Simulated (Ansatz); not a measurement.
# AlGeH₃O: single points off equilibrium

An exercise on one series of results from a longer session: the logs are not shown, and one member is left open.

Method: single points in def2-TZVPP; program: Ansatz 0.2.0, Gaussian basis.

Correlated methods freeze the cores. Filled d shells of the heavier atoms are correlated. B3LYP uses VWN-RPA correlation.

## The starting structure

6 atoms, charge 0, spin multiplicity 1.

Atoms are counted from 1 here; the program's logs count them from 0.

Bond lengths: O1–Al2 1.706 Å, Al2–Ge3 2.457 Å, Al2–H4 1.574 Å, Ge3–H5 1.621 Å, Ge3–H6 1.746 Å. Angles: O1–Al2–Ge3 70.1°, O1–Al2–H4 145.8°, Ge3–Al2–H4 143.5°, Al2–Ge3–H5 112.3°, Al2–Ge3–H6 128.2°, H5–Ge3–H6 99.5°.

Geometry (Å):

```tsv
atom	x (Å)	y (Å)	z (Å)
O1	1.2566	-0.6368	0.6264
Al2	-0.0427	-1.4478	-0.1251
Ge3	-0.5200	0.9592	0.0033
H4	-0.5494	-2.8072	-0.7358
H5	0.4919	1.8356	-0.9114
H6	-0.5772	1.9732	1.4230
```

Set-up of the first run:

Contents of run/in.yaml:

```yaml
crystal:
  periodic: [false, false, false]
  atoms:
    - {symbol: O, position_ang: [1.256600, -0.636800, 0.626400]}
    - {symbol: Al, position_ang: [-0.042700, -1.447800, -0.125100]}
    - {symbol: Ge, position_ang: [-0.520000, 0.959200, 0.003300]}
    - {symbol: H, position_ang: [-0.549400, -2.807200, -0.735800]}
    - {symbol: H, position_ang: [0.491900, 1.835600, -0.911400]}
    - {symbol: H, position_ang: [-0.577200, 1.973200, 1.423000]}
basis:
  gaussian: {orbitals: def2-TZVPP}
correlation: {method: ccsd_t}
output: {forces: true}
```

The command line of these runs was not kept.

Among the steps run: CCSD(T)/def2-TZVPP; PBE0-D4/def2-TZVPP; wB97M-V/def2-TZVPP; r2SCAN-D4/def2-TZVPP; PBE-D4/def2-TZVPP; BHLYP-D4/def2-TZVPP; B3LYP-D4/def2-TZVPP.

One of the session's tables, all rows but one given; the rest of the session is left out.

| method | RMS force component (eV/Å) | angle to CCSD(T) forces (°) | dipole (D) |
| --- | --- | --- | --- |
| CCSD(T) | 1.048 | reference | 3.49 |
| PBE0-D4 | 1.141 | 8.7 | 3.69 |
| wB97M-V | 1.218 | 8.0 | 3.95 |
| r2SCAN-D4 | 1.064 | 6.3 | 3.47 |
| PBE-D4 | ? | ? | ? |
| BHLYP-D4 | 1.361 | 13.1 | 4.17 |
| B3LYP-D4 | 1.072 | 8.2 | 3.78 |

Q: Estimate the row for PBE-D4 from the others.

**Answer.** RMS force component (eV/Å): 0.885; angle to CCSD(T) forces (°): 5.0; dipole (D): 3.34. In the column «RMS force component (eV/Å)» it is the lowest.
